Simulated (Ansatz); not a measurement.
# CHCl₂Si+ (SMILES [SiH+]=C(Cl)Cl): functionals against CCSD(T) at one geometry

The atoms stand at a structure displaced at random from a GFN2-xTB minimum. How far do the functionals agree with CCSD(T) there?

Program: Ansatz 0.2.0, Gaussian basis. Level of theory: single points in def2-TZVPP. These are calculated values, not measurements.

Cores are frozen in the correlated methods.

## Step 1: Where the work starts

5 atoms, charge 1, spin multiplicity 1.

Atoms are counted from 1 here; the program's logs count them from 0.

Bond lengths: Si1–C2 1.898 Å, Si1–H5 1.424 Å, C2–Cl3 1.789 Å, C2–Cl4 1.775 Å. Angles: C2–Si1–H5 107.2°, Si1–C2–Cl3 123.8°, Si1–C2–Cl4 117.6°, Cl3–C2–Cl4 112.9°.

Geometry (Å):

```xyz
5
charge 1, multiplicity 1
Si    0.47340    1.36120    0.02430
C    -0.00980   -0.47370    0.08500
Cl   -0.67840   -1.28000    1.53510
Cl    0.85740   -1.58930   -0.98870
H    -0.60770    2.06160   -0.58230
```

## Step 2: CCSD(T)/def2-TZVPP

run/in.yaml

```yaml
crystal:
  periodic: [false, false, false]
  atoms:
    - {symbol: Si, position_ang: [0.473400, 1.361200, 0.024300]}
    - {symbol: C, position_ang: [-0.009800, -0.473700, 0.085000]}
    - {symbol: Cl, position_ang: [-0.678400, -1.280000, 1.535100]}
    - {symbol: Cl, position_ang: [0.857400, -1.589300, -0.988700]}
    - {symbol: H, position_ang: [-0.607700, 2.061600, -0.582300]}
basis:
  gaussian: {orbitals: def2-TZVPP}
total_charge: 1
correlation: {method: ccsd_t}
output: {forces: true}
```

On the command line:

```
$ ansatz run in.yaml --threads 4 --pin off --events-out ev --progress --plain --max-ram 5222MiB
```

The log of the run (excerpt; [...] marks lines left out):

```text
Functional definition: HF
  name "HF"
  cite "Fock, Z. Phys. 61, 126 (1930) doi:10.1007/BF01340294"
  parent pbe
[...]
1022 factors; integrals over basis functions are off by at most 1.0e-3 eV
[...]
mean field -33905.85403753 eV, -1246.0171536658 hartree, gradient 3.3e-6 eV, S^2 0.000000; 1 other end points of the search recorded, 0 dependent functions left out; unrestricted orbitals would lower it
[...]
16 core orbitals not correlated: weight in the atoms' cores, before any rotation towards them, 1.000 or more for the frozen orbitals, at most 0.000 for the correlated occupied ones
reference -33905.85403753 eV, -1246.0171536658 hartree; 11, 11 occupied and 144, 144 virtual orbitals, 1022 factors
too little memory for Intel AMX tiles; the run may be slower
second order -16.87620302 eV of doubles, -0.00000000 eV of singles
cycle   1  -17.39079863 eV  change   -5.1e-1 eV  update   1.5e-1
[...]
cycle  16  -18.17417929 eV  change    1.4e-6 eV  update   2.1e-6
perturbative correction -1.03680571 eV, -0.0381019069 hartree
[...]
Total energy: -33925.06502252 eV, -1246.7231443425 hartree
Atom 0 at     0.473400     1.361200     0.024300 Å, force     1.196298    -0.985920     0.890738 eV/Å
Atom 1 at    -0.009800    -0.473700     0.085000 Å, force     0.325559    -2.343877     0.684010 eV/Å
Atom 2 at    -0.678400    -1.280000     1.535100 Å, force     0.840976     1.389072    -1.999725 eV/Å
Atom 3 at     0.857400    -1.589300    -0.988700 Å, force    -1.134597     1.525022     1.140791 eV/Å
Atom 4 at    -0.607700     2.061600    -0.582300 Å, force    -1.228236     0.415703    -0.715815 eV/Å
Dipole moment:     0.042999     0.858798    -0.120685 e Å
```

It took 68 s on 4 threads of Intel Xeon 6975P-C, shared host; peak memory 2.4 GiB.

## Step 3: PBE0-D4/def2-TZVPP

run/in.yaml: that of step 2 with these lines changed.

```diff
@@ -11,3 +11,3 @@
 total_charge: 1
-correlation: {method: ccsd_t}
-output: {forces: true}
+hamiltonian: {xc: pbe0, dispersion: d4}
+output: {forces: true, orbitals: {seedname: orbitals}}
```

On the command line:

```
$ ansatz run in.yaml --threads 4 --pin off --events-out ev --progress --plain --max-ram 5222MiB
```

The log of the run (excerpt; [...] marks lines left out):

```text
Functional definition: PBE0
  name "PBE0"
  cite "Adamo & Barone, J. Chem. Phys. 110, 6158 (1999) doi:10.1063/1.478522"
  cite "Perdew, Burke & Ernzerhof, Phys. Rev. Lett. 77, 3865 (1996) doi:10.1103/PhysRevLett.77.3865"
[... 1 set-up line as earlier in the session ...]
[...]
1180 factors; their error is unknown
[...]
mean field -33953.28381965 eV, -1247.7601660097 hartree, gradient 2.2e-5 eV, S^2 0.000000; 0 other end points of the search recorded, 0 dependent functions left out
[...]
reference -33953.28384708 eV, -1247.7601670177 hartree; 27, 27 occupied and 144, 144 virtual orbitals, 1180 factors
Total energy: -33953.41205491 eV, -1247.7648785686 hartree
Atom 0 at     0.473400     1.361200     0.024300 Å, force     1.284106    -1.291055     0.976984 eV/Å
Atom 1 at    -0.009800    -0.473700     0.085000 Å, force     0.403577    -2.501099     0.735474 eV/Å
Atom 2 at    -0.678400    -1.280000     1.535100 Å, force     1.002805     1.572933    -2.340351 eV/Å
Atom 3 at     0.857400    -1.589300    -0.988700 Å, force    -1.342538     1.795301     1.403164 eV/Å
Atom 4 at    -0.607700     2.061600    -0.582300 Å, force    -1.347950     0.423920    -0.775270 eV/Å
Dipole moment:     0.033936     0.844204    -0.123597 e Å
```

It took 1.5 s on 4 threads of Intel Xeon 6975P-C, shared host; peak memory 0.42 GiB.

## Step 4: wB97M-V/def2-TZVPP

run/in.yaml: that of step 3 with these lines changed.

```diff
@@ -11,3 +11,3 @@
 total_charge: 1
-hamiltonian: {xc: pbe0, dispersion: d4}
-output: {forces: true, orbitals: {seedname: orbitals}}
+hamiltonian: {xc: {name: wB97M-V}}
+output: {forces: true}
```

On the command line:

```
$ ansatz run in.yaml --threads 4 --pin off --events-out ev --progress --plain --max-ram 5222MiB
```

The log of the run (excerpt; [...] marks lines left out):

```text
Functional definition: wB97M-V
  name "wB97M-V"
  cite "Mardirossian & Head-Gordon, J. Chem. Phys. 144, 214110 (2016) doi:10.1063/1.4952647"
  cite "Becke, J. Chem. Phys. 107, 8554 (1997) doi:10.1063/1.475007"
  cite "Vydrov & Van Voorhis, J. Chem. Phys. 133, 244103 (2010) doi:10.1063/1.3521275"
  # Of w^i u^j: cxij and so on, Table III.
[...]
  gx(w, u) = 1 - cx + cx01*u + cx10*w
  gss(w, u) = css00 + css04*u^4 + css10*w + css20*w^2 + css43*w^4*u^3
  gos(w, u) = cos00 + cos10*w + (cos20 + cos21*u)*w^2 + (cos60 + cos61*u)*w^6
[...]
      + integral(e_c_pw_mod_opposite_spin*gos(b97_w_opposite, b97_u_opposite)) + vv10(b, c)
1150 factors; their error is unknown
194 factors; integrals over basis functions are off by at most 3.1e-5 eV
[...]
mean field -33964.02336725 eV, -1248.1548371045 hartree, gradient 2.4e-5 eV, S^2 0.000000; 0 other end points of the search recorded, 0 dependent functions left out
[...]
reference -33964.02340954 eV, -1248.1548386586 hartree; 27, 27 occupied and 144, 144 virtual orbitals, 1150 factors
Total energy: -33964.02340954 eV, -1248.1548386586 hartree
Atom 0 at     0.473400     1.361200     0.024300 Å, force     1.281954    -0.932167     0.919173 eV/Å
Atom 1 at    -0.009800    -0.473700     0.085000 Å, force     0.332622    -2.593793     0.720659 eV/Å
Atom 2 at    -0.678400    -1.280000     1.535100 Å, force     0.993918     1.524196    -2.345738 eV/Å
Atom 3 at     0.857400    -1.589300    -0.988700 Å, force    -1.356665     1.745236     1.409477 eV/Å
Atom 4 at    -0.607700     2.061600    -0.582300 Å, force    -1.251829     0.256527    -0.703572 eV/Å
Dipole moment:     0.034012     0.819338    -0.119994 e Å
```

Wall time 3.8 s (4 threads of Intel Xeon 6975P-C, shared host); peak memory 0.51 GiB.

## Step 5: r2SCAN-D4/def2-TZVPP

run/in.yaml: that of step 4 with these lines changed.

```diff
@@ -11,3 +11,3 @@
 total_charge: 1
-hamiltonian: {xc: {name: wB97M-V}}
+hamiltonian: {xc: r2scan, dispersion: d4}
 output: {forces: true}
```

On the command line:

```
$ ansatz run in.yaml --threads 4 --pin off --events-out ev --progress --plain --max-ram 5222MiB
```

The log of the run (excerpt; [...] marks lines left out):

```text
Functional definition: r2SCAN
  name "r2SCAN"
  cite "Furness, Kaplan, Ning, Perdew & Sun, J. Phys. Chem. Lett. 11, 8208 (2020) doi:10.1021/acs.jpclett.0c02405"
  cite "Furness, Kaplan, Ning, Perdew & Sun, J. Phys. Chem. Lett. 11, 9248 (2020) doi:10.1021/acs.jpclett.0c03077"
  parent r2scan
[...]
1115 factors; their error is unknown
[...]
mean field -33963.22794216 eV, -1248.1256057717 hartree, gradient 4.3e-5 eV, S^2 0.000000; 0 other end points of the search recorded, 0 dependent functions left out
[...]
reference -33963.22795236 eV, -1248.1256061465 hartree; 27, 27 occupied and 144, 144 virtual orbitals, 1115 factors
Total energy: -33963.26059802 eV, -1248.1268058523 hartree
Atom 0 at     0.473400     1.361200     0.024300 Å, force     1.231692    -1.355086     0.961381 eV/Å
Atom 1 at    -0.009800    -0.473700     0.085000 Å, force     0.374632    -2.115184     0.670266 eV/Å
Atom 2 at    -0.678400    -1.280000     1.535100 Å, force     0.867842     1.441675    -2.043558 eV/Å
Atom 3 at     0.857400    -1.589300    -0.988700 Å, force    -1.157609     1.600867     1.174374 eV/Å
Atom 4 at    -0.607700     2.061600    -0.582300 Å, force    -1.316557     0.427728    -0.762463 eV/Å
Dipole moment:     0.037777     0.842002    -0.121936 e Å
```

Wall time 1.7 s (4 threads of Intel Xeon 6975P-C, shared host); peak memory 0.23 GiB.

## Step 6: PBE-D4/def2-TZVPP

run/in.yaml: that of step 5 with these lines changed.

```diff
@@ -11,3 +11,3 @@
 total_charge: 1
-hamiltonian: {xc: r2scan, dispersion: d4}
+hamiltonian: {xc: pbe, dispersion: d4}
 output: {forces: true}
```

On the command line:

```
$ ansatz run in.yaml --threads 4 --pin off --events-out ev --progress --plain --max-ram 5222MiB
```

The log of the run (excerpt; [...] marks lines left out):

```text
Functional definition: PBE
  name "PBE"
[... 2 set-up lines as earlier in the session ...]
[...]
1115 factors; their error is unknown
[...]
mean field -33951.05891363 eV, -1247.6784022215 hartree, gradient 2.1e-5 eV, S^2 0.000000; 0 other end points of the search recorded, 0 dependent functions left out
[...]
reference -33951.05895018 eV, -1247.6784035647 hartree; 27, 27 occupied and 144, 144 virtual orbitals, 1115 factors
Total energy: -33951.21024198 eV, -1247.6839634360 hartree
Atom 0 at     0.473400     1.361200     0.024300 Å, force     1.435315    -1.308659     1.031108 eV/Å
Atom 1 at    -0.009800    -0.473700     0.085000 Å, force     0.293774    -2.020986     0.628839 eV/Å
Atom 2 at    -0.678400    -1.280000     1.535100 Å, force     0.768292     1.332679    -1.829813 eV/Å
Atom 3 at     0.857400    -1.589300    -0.988700 Å, force    -1.022859     1.456756     1.016371 eV/Å
Atom 4 at    -0.607700     2.061600    -0.582300 Å, force    -1.474521     0.540211    -0.846505 eV/Å
Dipole moment:     0.044605     0.809350    -0.112503 e Å
```

Wall time 1.1 s (4 threads of Intel Xeon 6975P-C, shared host); peak memory 0.22 GiB.

## Step 7: B97M-V/def2-TZVPP

run/in.yaml: that of step 6 with these lines changed.

```diff
@@ -11,3 +11,3 @@
 total_charge: 1
-hamiltonian: {xc: pbe, dispersion: d4}
+hamiltonian: {xc: {name: B97M-V}}
 output: {forces: true}
```

On the command line:

```
$ ansatz run in.yaml --threads 4 --pin off --events-out ev --progress --plain --max-ram 5222MiB
```

The log of the run (excerpt; [...] marks lines left out):

```text
Functional definition: B97M-V
  name "B97M-V"
  cite "Mardirossian & Head-Gordon, J. Chem. Phys. 142, 074111 (2015) doi:10.1063/1.4907719"
[... 2 set-up lines as earlier in the session ...]
  # Of w^i u^j: cxij and so on, Table III.
[...]
  gx(w, u) = cx00 + cx01*u + cx02*u^2 + (cx10 + cx11*u)*w
  gss(w, u) = css00 + css02*u^2 + css10*w + (css32*w^3 + css42*w^4)*u^2
  gos(w, u) = cos00 + cos01*u + cos03*u^3 + cos10*w + cos32*w^3*u^2
[...]
      + integral(e_c_pw_mod_opposite_spin*gos(b97_w_opposite, b97_u_opposite)) + vv10(b, c)
1115 factors; their error is unknown
[...]
mean field -33957.77265281 eV, -1247.9251275857 hartree, gradient 1.2e-5 eV, S^2 0.000000; 0 other end points of the search recorded, 0 dependent functions left out
[...]
reference -33957.77270496 eV, -1247.9251295024 hartree; 27, 27 occupied and 144, 144 virtual orbitals, 1115 factors
Total energy: -33957.77270496 eV, -1247.9251295024 hartree
Atom 0 at     0.473400     1.361200     0.024300 Å, force     1.224810    -1.181870     0.933519 eV/Å
Atom 1 at    -0.009800    -0.473700     0.085000 Å, force     0.337210    -2.384503     0.681079 eV/Å
Atom 2 at    -0.678400    -1.280000     1.535100 Å, force     0.958554     1.496620    -2.207633 eV/Å
Atom 3 at     0.857400    -1.589300    -0.988700 Å, force    -1.257046     1.694548     1.321392 eV/Å
Atom 4 at    -0.607700     2.061600    -0.582300 Å, force    -1.263528     0.375204    -0.728358 eV/Å
Dipole moment:     0.046145     0.835652    -0.116733 e Å
```

It took 2.6 s on 4 threads of Intel Xeon 6975P-C, shared host; peak memory 0.28 GiB.

## Step 8: CAM-B3LYP-D4/def2-TZVPP

run/in.yaml: that of step 7 with these lines changed.

```diff
@@ -11,3 +11,3 @@
 total_charge: 1
-hamiltonian: {xc: {name: B97M-V}}
+hamiltonian: {xc: {name: CAM-B3LYP}, dispersion: d4}
 output: {forces: true}
```

On the command line:

```
$ ansatz run in.yaml --threads 4 --pin off --events-out ev --progress --plain --max-ram 5222MiB
```

The log of the run (excerpt; [...] marks lines left out):

```text
Functional definition: CAM-B3LYP
  name "CAM-B3LYP"
  cite "Yanai, Tew & Handy, Chem. Phys. Lett. 393, 51 (2004) doi:10.1016/j.cplett.2004.06.011"
  cite "Iikura, Tsuneda, Yanai & Hirao, J. Chem. Phys. 115, 3540 (2001) doi:10.1063/1.1383587"
  cite "Becke, Phys. Rev. A 38, 3098 (1988) doi:10.1103/PhysRevA.38.3098"
  cite "Lee, Yang & Parr, Phys. Rev. B 37, 785 (1988) doi:10.1103/PhysRevB.37.785"
  cite "Vosko, Wilk & Nusair, Can. J. Phys. 58, 1200 (1980) doi:10.1139/p80-159"
[...]
  # Exact exchange under (alpha + beta erf(omega r))/r, Becke's under what is left of 1/r.
[...]
1156 factors; their error is unknown
213 factors; integrals over basis functions are off by at most 1.3e-5 eV
[...]
mean field -33966.17656261 eV, -1248.2339655745 hartree, gradient 6.8e-5 eV, S^2 0.000000; 0 other end points of the search recorded, 0 dependent functions left out
[...]
reference -33966.17668468 eV, -1248.2339700606 hartree; 27, 27 occupied and 144, 144 virtual orbitals, 1156 factors
Total energy: -33966.30952337 eV, -1248.2388517923 hartree
Atom 0 at     0.473400     1.361200     0.024300 Å, force     1.206217    -1.075004     0.917727 eV/Å
Atom 1 at    -0.009800    -0.473700     0.085000 Å, force     0.432140    -2.531275     0.742411 eV/Å
Atom 2 at    -0.678400    -1.280000     1.535100 Å, force     0.977047     1.547520    -2.345396 eV/Å
Atom 3 at     0.857400    -1.589300    -0.988700 Å, force    -1.368410     1.757997     1.394537 eV/Å
Atom 4 at    -0.607700     2.061600    -0.582300 Å, force    -1.246993     0.300762    -0.709278 eV/Å
Dipole moment:     0.028876     0.829764    -0.123599 e Å
```

Wall time 2.2 s (4 threads of Intel Xeon 6975P-C, shared host); peak memory 0.46 GiB.

## Step 9: Comparison

| method | RMS force component (eV/Å) | RMS error against CCSD(T) (eV/Å) | angle to CCSD(T) forces (°) |
| --- | --- | --- | --- |
| CCSD(T) | 1.238 | reference | reference |
| PBE0-D4 | 1.409 | 0.186 | 3.3 |
| wB97M-V | 1.379 | 0.170 | 4.2 |
| r2SCAN-D4 | 1.268 | 0.121 | 5.4 |
| PBE-D4 | 1.225 | 0.174 | 8.1 |
| B97M-V | 1.330 | 0.113 | 3.0 |
| CAM-B3LYP-D4 | 1.379 | 0.165 | 3.8 |

Energy less the free neutral atoms in their ground states at the same level (atoms from separate runs):

Differences are taken before rounding.

| method | rung | energy less atoms (kJ/mol) | from CCSD(T) (kJ/mol) |
| --- | --- | --- | --- |
| PBE-D4 | GGA | -652.8 | -166.2 |
| r2SCAN-D4 | meta-GGA | -574.5 | -88.0 |
| B97M-V | meta-GGA | -585.3 | -98.8 |
| PBE0-D4 | hybrid | -562.2 | -75.7 |
| CAM-B3LYP-D4 | range-separated hybrid | -508.8 | -22.3 |
| wB97M-V | range-separated hybrid | -555.3 | -68.7 |
| Hartree-Fock | wavefunction | -53.4 | +433.2 |
| MP2 | wavefunction | -528.9 | -42.4 |
| CCSD | wavefunction | -428.6 | +57.9 |
| CCSD(T) | wavefunction | -486.5 | 0 |

What each level took, beside its miss in the forces (shared host):

| method | time | RMS force error (eV/Å) |
| --- | --- | --- |
| CCSD(T) | 68 s | 0 |
| PBE0-D4 | 1.5 s | 0.186 |
| wB97M-V | 3.8 s | 0.170 |
| r2SCAN-D4 | 1.7 s | 0.121 |
| PBE-D4 | 1.1 s | 0.174 |
| B97M-V | 2.6 s | 0.113 |
| CAM-B3LYP-D4 | 2.2 s | 0.165 |

## Step 10: Summary of results

```
                                  quantity                                                                                               value
energy less free atoms, CCSD(T)/def2-TZVPP                                                                                       -486.5 kJ/mol
                       RMS force component                                                                1.225 to 1.409 eV/Å over the methods
                           RMS force error  PBE0-D4 0.186, wB97M-V 0.170, r2SCAN-D4 0.121, PBE-D4 0.174, B97M-V 0.113, CAM-B3LYP-D4 0.165 eV/Å
                    HOMO and LUMO, PBE0-D4                                                                                 -13.21 and -9.60 eV
                             T1 diagnostic                                                                                               0.027
```

Against CCSD(T) the functionals' energies less atoms differ by -166.2 to -22.3 kJ/mol, PBE-D4 by -166.2 kJ/mol. CCSD(T) in triple zeta still lacks some correlation energy of the bonds, so part of these gaps is its own basis error and they don't rank the functionals. For forces B97M-V does best and PBE0-D4 worst. Frozen-core CCSD(T) forces in triple zeta carry basis errors of their own, and this is one geometry, so small gaps rank nothing. The T1 diagnostic is large here, over the usual mark for main-group molecules (transition-metal compounds often pass it harmlessly), so CCSD(T) itself may be off. The restricted Hartree–Fock reference is unstable towards an unrestricted one at one or more of these structures.
